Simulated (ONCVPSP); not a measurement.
**Hydrogen: generating and testing an ONCV potential**

Task: generate the file, and judge it by its errors in other configurations, its logarithmic derivatives, its ghosts and its cutoff.

The numbers are computed with ONCVPSP 4.0.1.1 (patched build) (PBE, scalar-relativistic, spin-unpolarised reference atom).

### Step 1. The design

The settings as typed:

```json
{
 "element": "hydrogen (H, Z = 1)",
 "type": "optimised norm-conserving Vanderbilt (ONCV)",
 "frozen core": "none",
 "valence charge": "1",
 "reference configuration": "1s1",
 "partial waves": "1s: rc 0.70 bohr, ncon 4, nbas 7, qcut 11.6 1/bohr, 3 projectors, debl 0.3 Ha; p scattering state at 0.33 Ha: rc 0.75 bohr, ncon 4, nbas 7, qcut 11.3 1/bohr, 1 projector",
 "local potential": "polynomial inside 0.50 bohr (lpopt 4, dvloc0 6 Ha)",
 "core correction": "not asked for"
}
```

The outer shells as boxes (Hund's rule for the drawing; the calculation is spin-unpolarised):

```
1s [↑ ]
```

### Step 2. Generating the potential

The input, H.dat:

```
# ATOM AND REFERENCE CONFIGURATION
# atsym  z   nc   nv     iexc    psfile
  H 1.00    0    1        4      upf
#
#   n    l    f
    1    0    1.00
#
# PSEUDOPOTENTIAL AND OPTIMIZATION
# lmax
    1
#
#   l,   rc,      ep,       ncon, nbas, qcut
    0    0.70    0.00    4    7   11.60
    1    0.75    0.33    4    7   11.30
#
# LOCAL POTENTIAL
# lloc, lpopt,  rc(5),   dvloc0
    4    4    0.50    6.00
#
# VANDERBILT-KLEINMAN-BYLANDER PROJECTORs
# l, nproj, debl
    0    3    0.30
    1    1    3.10
#
# MODEL CORE CHARGE
# icmod, fcfact, rcfact
    0    0.00    0.00
#
# LOG DERIVATIVE ANALYSIS
# epsh1, epsh2, depsh
   -2.00    5.00    0.02
#
# OUTPUT GRID
# rlmax, drl
    6.00    0.01
#
# TEST CONFIGURATIONS
# ncnf
    1
# nvcnf
#   n    l    f
    1
    1    0    0.50
#
```

Started as:

```sh
$ oncvpsp.x < H.dat > H.out
```

Q: Predict the outcome of this session. Wanted: cutoffs for 1 and 0.1 mHa per electron, occupied waves; bound ghosts; GHOST(+) flags; largest test error; largest phase difference near zero energy, channels read.

**Answer**, as computed:

| quantity | value |
| --- | --- |
| cutoffs for 1 and 0.1 mHa per electron, occupied waves | 30 Ha and 50 Ha |
| bound ghosts | s at -25.17 eV |
| GHOST(+) flags | none at low energy |
| largest test error (AE − PS) | +1.3 meV, for 1s0.5 |
| largest phase difference near zero energy, channels read | 0.000 rad |

In words: A bound ghost (s) makes it unfit for use: electrons can fall into a state that the atom doesn't have. The worst unpolarised test, 1s0.5, is off by 1.3 meV on 4.8 eV; by total energies transferability rates as very good. Atomic tests can pass in spite of a ghost, since they solve only for the levels asked. The potential is of middling hardness: the looser tolerance needs 30 Ha. Near zero energy the phases of the channels with partial waves agree within 0.001 rad. The pseudo curves have a pole with no partner nearby in the atom's: s at -0.97 Ha.
